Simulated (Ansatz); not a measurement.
Task: a test of scalar relativity of AsBH4, SMILES B[AsH2], with the Python package of Ansatz (0.2.0). Give the script and its output. Settings (for the species named): B3LYP, cc-pVTZ basis, multiplicity 1.

```yaml
atoms:
  - { symbol: B, position_ang: [0.0724, -0.9525, 0.1601] }
  - { symbol: As, position_ang: [0.5931, 1.0396, 0.3108] }
  - { symbol: H, position_ang: [-1.0910, -1.2349, 0.4745] }
  - { symbol: H, position_ang: [0.8431, -1.6947, -0.3061] }
  - { symbol: H, position_ang: [0.4972, 1.2502, -1.2515] }
  - { symbol: H, position_ang: [-0.8727, 1.5283, 0.5660] }
```

The script, `run_x2c.py`:
```python
'''Scalar relativity in AsBH4.'''

import ansatz as az
from ase import Atoms
import numpy as np

FUNCTIONAL = 'b3lyp'


def main() -> None:
    atoms = Atoms(['B', 'As', 'H', 'H', 'H', 'H'], positions=[
        (0.0724, -0.9525, 0.1601),
        (0.5931, 1.0396, 0.3108),
        (-1.091, -1.2349, 0.4745),
        (0.8431, -1.6947, -0.3061),
        (0.4972, 1.2502, -1.2515),
        (-0.8727, 1.5283, 0.566),
    ])
    geometry = az.Crystal.molecule_from_ase(atoms)

    setup = geometry.calculation().functional(FUNCTIONAL).forces()
    # a set contracted for a scalar-relativistic Hamiltonian goes with the relativistic run
    sets = {'none': 'cc-pVTZ', 'scalar': 'cc-pVTZ-DK'}
    found = {kind: setup.basis(gaussian=basis).pseudopotentials(relativity=kind).run(threads=1).report for kind, basis in sets.items()}
    for kind, each in found.items():
        dipole = 4.803205 * np.linalg.norm(each['charge_distribution']['dipole_moment_e_ang'])
        print(f'{kind:7s} E = {each["free_energy_ev"]:.4f} eV  dipole {dipole:.3f} D  largest force component {np.abs(each["forces_ev_ang"]).max():.4f} eV/A')
    print(f'relativity lowers the total energy by {found["none"]["free_energy_ev"] - found["scalar"]["free_energy_ev"]:.3f} eV')


if __name__ == '__main__':
    main()
```

```console
$ python run_x2c.py
none    E = -61584.4984 eV  dipole 0.410 D  largest force component 1.4178 eV/A
scalar  E = -62261.5684 eV  dipole 0.384 D  largest force component 1.4441 eV/A
relativity lowers the total energy by 677.070 eV
```

The total moves by -677.1 eV, nearly all in the cores, and the dipole from 0.41 to 0.38 D.

Notes:
- Total energies depend on the basis set; only differences at equal settings carry meaning.
- The geometry is a force-field or estimated start, not a minimum of this method. The basis set changes with the Hamiltonian (a set recontracted for scalar relativity), and most of the change in the total lies in the cores.
- b3lyp holds the VWN-RPA fit, as in Gaussian; the form of ORCA and Turbomole is b3lyp5.
- Timing: 7.2 s on 1 thread of Arm Neoverse V1, on a shared host, peak memory 0.29 GiB.
